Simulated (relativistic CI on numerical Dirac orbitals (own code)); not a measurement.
# Ru³⁺: one ion under different settings

How much do the settings matter for Ru³⁺? One ion, several inputs.

Program: relativistic CI on numerical Dirac orbitals (own code) version 3. Level of theory: Dirac-Coulomb-Breit CI, KLI orbitals optimised for each configuration, model QED (radiative potential, 1s self-energy scaled to tabulated hydrogen-like ionisation energies), numerical settings as typed. These are calculated values, not measurements, unless marked.

## 1. Starting point

| Property | Result |
| --- | --- |
| ion | Ru³⁺ (Ru IV) |
| nuclear charge | 44 |
| electrons | 41 |
| isotope | A = 102 |

## 2. Usual settings

Input settings:

```ini
atom Ru  Z=44  charge=3  electrons=41
nucleus A=102  rms_radius_fm=4.4809
hamiltonian dirac-coulomb  breit=on  qed=on  c_scale=1
orbitals kli  potential=per-configuration
slater_scale 1
correlation none
mixing on
grid step=0.0125 r_max=50.3
scf mixing=0.4 start=green max_iterations=150 tolerance=2e-08 node_fill=0.05
configurations
  [Kr] 4d5
  [Kr] 4d4 5s
  [Kr] 4d4 5p
  [Kr] 4d3 5s2
  [Ar] 3d10 4s 4p6 4d6
end
```

Started as:

```bash
python run_levels.py task.json out
```

task.json lists these runs, among others, and the program works through them in turn.

## 3. Slater scale 0.5

Changes to the settings of step 2:

```diff
@@ -4,3 +4,3 @@
 orbitals kli  potential=per-configuration
-slater_scale 1
+slater_scale 0.5
 correlation none
```

## 4. Breit term off

Changes to the settings of step 3:

```diff
@@ -2,5 +2,5 @@
 nucleus A=102  rms_radius_fm=4.4809
-hamiltonian dirac-coulomb  breit=on  qed=on  c_scale=1
+hamiltonian dirac-coulomb  breit=off  qed=on  c_scale=1
 orbitals kli  potential=per-configuration
-slater_scale 0.5
+slater_scale 1
 correlation none
```

## 5. Iteration limit 30

Input settings:

```ini
atom Ru  Z=44  charge=3  electrons=41
nucleus A=102  rms_radius_fm=4.4809
hamiltonian dirac-coulomb  breit=on  qed=on  c_scale=1
orbitals kli  potential=per-configuration
slater_scale 1
correlation none
mixing on
grid step=0.0125 r_max=50.3
scf mixing=0.4 start=green max_iterations=30 tolerance=2e-08 node_fill=0.05
configurations
  [Kr] 4d5
  [Kr] 4d4 5s
  [Kr] 4d4 5p
  [Kr] 4d3 5s2
  [Ar] 3d10 4s 4p6 4d6
end
```

## 6. Iteration limit 30, node fill 0.01, potential mixing 0.9

Changes to the settings of step 5:

```diff
@@ -8,3 +8,3 @@
 grid step=0.0125 r_max=50.3
-scf mixing=0.4 start=green max_iterations=30 tolerance=2e-08 node_fill=0.05
+scf mixing=0.9 start=green max_iterations=30 tolerance=2e-08 node_fill=0.01
 configurations
```

## 7. Tolerance 0.05

Changes to the settings of step 6:

```diff
@@ -8,3 +8,3 @@
 grid step=0.0125 r_max=50.3
-scf mixing=0.9 start=green max_iterations=30 tolerance=2e-08 node_fill=0.01
+scf mixing=0.4 start=green max_iterations=76 tolerance=0.05 node_fill=0.05
 configurations
```

(Steps that only read results are left out.)

**Question.** What will these runs give? Wanted: lowest level, usual settings; total energy; first excitation.

The runs gave:

| setting | total energy less usual (Ha) | largest shift of a level among the lowest eight of both runs, same label and place (cm⁻¹) | SCF iterations | time | lowest level | kind of change |
| --- | --- | --- | --- | --- | --- | --- |
| usual | 0 | 0 | 55 | 0.53 s | 4d5 6S5/2 | - |
| Slater scale 0.5 | 0.104 | 15300 | 55 | 0.53 s | 4d5 6S5/2 | model term |
| Breit term off | -2.85 | 89.8 | 55 | 0.48 s | 4d5 6S5/2 | model term |
| iteration limit 30 | 0 | 0 | 55 | 0.53 s | 4d5 6S5/2 | numerical |
| iteration limit 30, node fill 0.01, potential mixing 0.9 | 0.0018 | 79.4 | 46 | 0.52 s | 4d5 6S5/2 | numerical |
| tolerance 0.05 | -3.73e-05 | 238 | 25 | 0.41 s | 4d5 6S5/2 | unsound |

```
                    quantity          value
lowest level, usual settings      4d5 6S5/2
                total energy  -4522.8417 Ha
            first excitation     26557 cm⁻¹
```

Among the runs whose levels can be followed, they move most under «Slater scale 0.5» (model term), by up to 15300 cm⁻¹. No visible change in the result comes from «iteration limit 30». Only the listed configurations are in the model. Near neutrality, missing correlation can shift configurations against each other by thousands of cm⁻¹.
